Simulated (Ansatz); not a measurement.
# TaH+ (quartet): from Hartree-Fock to the top rungs at distance Ta1–H2 = 1.951 Å, def2-TZVP

Aim: climb from Hartree-Fock through coupled cluster and multireference methods for TaH+ (quartet) at one geometry and basis, and see what each rung misses.

Computed with Ansatz 0.2.0, Gaussian basis. Level: def2-TZVP, core rule «outside noble gas», up to 4 orbitals frozen.

The runs, in order: UHF; CCSD(T) on ROHF; CCSD(T) on UHF; CISD; CCSDT(Q) on ROHF; CCSDT(Q) on UHF; CASSCF and MRCISD+Q, 5 electrons in 5 orbitals; CASSCF and NEVPT2, 5 electrons in 5 orbitals; Full CI.

34 further runs of the same task are left out: 25 for a known fault of the program, 8 that didn't finish, 1 set aside as unsound or not needed.

## 1. The system

The geometry derives from a PBE0/def2-TZVP stationary point (not a proven minimum). One bond is set to the value named and the two fragments are kept rigid. No spin-orbit coupling is included. Elements past krypton take def2 core potentials.

2 atoms, charge 1, spin multiplicity 4.

Atoms are counted from 1 here; the program's logs count them from 0.

Bond lengths: Ta1–H2 1.951 Å.

Geometry (Å):

```xyz
2
HTa
Ta    0.0000    0.0000    0.0000
H     0.0000    0.0000    1.9510
```

## 2. UHF

The input, in.yaml:

```yaml
crystal:
  periodic: [false, false, false]
  atoms:
    - {symbol: Ta, position_ang: [0.000000, 0.000000, 0.000000]}
    - {symbol: H, position_ang: [0.000000, 0.000000, 1.951000]}
basis:
  gaussian: {orbitals: def2-TZVP}
total_charge: 1
magnetization: {spin_polarized: true, initial_magnetization: 3}
hamiltonian: {xc: hf}
output: {orbitals: {seedname: orbitals}}
```

Command:

```console
$ ansatz run in.yaml --threads 1 --pin off --events-out ev --progress --plain --max-ram 2393MiB
```

The runs that follow: CCSD(T) on ROHF; CCSD(T) on UHF; CISD; CCSDT(Q) on ROHF; CCSDT(Q) on UHF; CASSCF and MRCISD+Q, 5 electrons in 5 orbitals; CASSCF and NEVPT2, 5 electrons in 5 orbitals; Full CI.

Q: Predict the results of all the runs planned. Wanted: FCI below the RHF energy; RMP2 from FCI; UMP2 from FCI; RCCSD from FCI; RCCSD(T) from FCI; UCCSD(T) from FCI; RCCSDT(Q) from FCI; UCCSDT(Q) from FCI; NEVPT2 pair from FCI.

**Answer**, as computed:

```
                         quantity                                                    value
         FCI below the RHF energy                                               -1.8608 eV
                    RMP2 from FCI                                          +10.91 kcal/mol
                    UMP2 from FCI                                           +8.84 kcal/mol
                   RCCSD from FCI                                           +1.22 kcal/mol
                RCCSD(T) from FCI                                           +0.27 kcal/mol
                UCCSD(T) from FCI                                           -2.04 kcal/mol
               RCCSDT(Q) from FCI                                           -0.14 kcal/mol
               UCCSDT(Q) from FCI                                           -2.43 kcal/mol
             NEVPT2 pair from FCI                                           +9.09 kcal/mol
           MRCISD+Q pair from FCI                                           +0.05 kcal/mol
levels within 1 kcal/mol (43 meV)  RCCSD(T), RCCSDT, RCCSDT(Q), MRCISD pair, MRCISD+Q pair
                    T1 diagnostic                                                    0.034
   effectively unpaired electrons                                                     3.09
```

What this shows: RCCSD(T) misses by +0.27 kcal/mol, 0.6 % of the correlation energy. CCSD(T) misses by +0.27 kcal/mol on the restricted determinant and by -2.04 kcal/mol on the unrestricted one; the two need not hold the same state or core. UCCSD, UCCSD(T), RCCSDT, UCCSDT, RCCSDT(Q), UCCSDT(Q) fall below full CI: unrestricted runs freeze a spin-polarised core, another one than full CI's, and coupled cluster isn't variational. One determinant dominates. Of the multireference levels listed MRCISD+Q pair comes nearest in total energy (+0.05 kcal/mol), which doesn't show that its space is the better one. These misses are within one basis, not against nature; the frozen cores of restricted and unrestricted runs differ, which can shift their rows.
